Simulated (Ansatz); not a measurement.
**AlH2IO: up Jacob's ladder to CCSD(T)**

How much do the methods differ for AlH2IO? The plan is to run it at one geometry with functionals of several rungs and with coupled cluster. The yardstick is the atomisation energy at the CCSD(T) limit.

Computed with Ansatz 0.2.0, Gaussian basis. Level: functionals in def2-TZVPP, the program's frozen cores in correlated methods.

Plan: LDA (SPW92), PBE-D4, revPBE-D4, BLYP-D4, r2SCAN-D4, B97M-V, PBE0-D4, B3LYP-D4, r2SCANh-D4, r2SCAN0-D4, HSE06-D4, BHLYP-D4, CAM-B3LYP-D4, LC-ωPBE, ωB97X-V, ωB97M-V, B2PLYP, PBE-QIDH; CCSD(T)/def2-SVP; CCSD(T)/def2-TZVPP; MP2/def2-QZVPP; extrapolation to the limit; RPA on PBE.

### Step 1. The relaxed structure

An earlier PBE0-D4 in a triple-zeta def2 set relaxation fixed the geometry. I takes the def2 core potential; no spin-orbit term is included.

SMILES `[OH][AlH][I]`, 5 atoms, charge 0, spin multiplicity 1.

Atoms are counted from 1 here; the program's logs count them from 0.

Bond lengths: O1–Al2 1.685 Å, O1–H4 0.956 Å, Al2–I3 2.473 Å, Al2–H5 1.566 Å. Angles: Al2–O1–H4 123.8°, O1–Al2–I3 119.5°, O1–Al2–H5 119.0°, I3–Al2–H5 121.5°.

### Step 2. LDA

This LDA is Slater exchange with PW92 correlation.

The input, in.yaml:

```yaml
crystal:
  periodic: [false, false, false]
  atoms:
    - {symbol: O, position_ang: [-1.247387, -0.307230, -0.359290]}
    - {symbol: Al, position_ang: [0.184433, 0.427000, 0.141887]}
    - {symbol: I, position_ang: [2.260525, -0.911400, 0.260774]}
    - {symbol: H, position_ang: [-1.314554, -1.228292, -0.607082]}
    - {symbol: H, position_ang: [0.166783, 1.946220, 0.522311]}
basis:
  gaussian: {orbitals: def2-TZVPP}
hamiltonian: {xc: lda}
output: {orbitals: {seedname: orbitals}}
```

Started as:

```
> ansatz run in.yaml --threads 2 --pin off --events-out ev --progress --plain --max-ram 4352MiB
```

After this run come: PBE-D4 (GGA); revPBE-D4 (GGA); BLYP-D4 (GGA); r2SCAN-D4 (meta-GGA); B97M-V (meta-GGA); PBE0-D4 (hybrid); B3LYP-D4 (hybrid); r2SCANh-D4 (hybrid); r2SCAN0-D4 (hybrid); HSE06-D4 (hybrid); BHLYP-D4 (hybrid); CAM-B3LYP-D4 (range-separated); LC-ωPBE (range-separated); ωB97X-V (range-separated); ωB97M-V (range-separated); B2PLYP (double hybrid); PBE-QIDH (double hybrid); CCSD(T) in def2-SVP; CCSD(T) in def2-TZVPP; MP2 in def2-QZVPP; RPA on PBE orbitals.

Q: Predict the results of all the runs planned. Wanted: atomisation energy, CCSD(T)/CBS; farthest beyond LDA; mean size of error, GGA; mean size of error, meta-GGA; mean size of error, hybrid; mean size of error, range-separated; mean size of error, double hybrid; gap, smallest and largest; T1 diagnostic.

The runs gave:

| quantity | value |
| --- | --- |
| atomisation energy, CCSD(T)/CBS | 1567.7 kJ/mol |
| functionals within 15.7 kJ/mol (1.0 %) | r2SCAN-D4 |
| farthest beyond LDA | BHLYP-D4 (-85.1 kJ/mol) |
| mean size of error, GGA | 42.5 kJ/mol |
| mean size of error, meta-GGA | 16.8 kJ/mol |
| mean size of error, hybrid | 50.1 kJ/mol |
| mean size of error, range-separated | 30.7 kJ/mol |
| mean size of error, double hybrid | 42.0 kJ/mol |
| gap, smallest and largest | 4.80 eV (LDA (SPW92)), 11.38 eV (LC-ωPBE) |
| T1 diagnostic | 0.0098 |
| triples share of the correlation energy | 2.6 % |

In words: LDA overbinds by 179.3 kJ/mol (11 %). PBE-D4 is off by -20.3 kJ/mol. Double hybrids carry the basis error of their MP2 part in triple zeta, and no dispersion term here, so their miss is partly the set-up's. Taken by rung, meta-GGA functionals do best (16.8 kJ/mol on average) and hybrid ones worst beyond LDA (50.1 kJ/mol). The mean of the hybrids holds BHLYP, with half exact exchange. Misses under about 15.7 kJ/mol are within the doubt on the reference itself, which lacks core-valence correlation, spin-orbit coupling and higher excitations, and its outer-core shells are covered unevenly. All levels share the lack of spin-orbit coupling, which lowers the free heavy atoms and so the true binding. Hartree-Fock recovers 71 % of the binding; the rest is correlation. CCSD(T) in def2-SVP is off by -137.2 kJ/mol, worse than the median functional, from the basis alone. Orbital gaps span 4.8 to 11.4 eV; exact exchange widens them. Correlated methods include outer-core shells of I, which these sets cover unevenly.
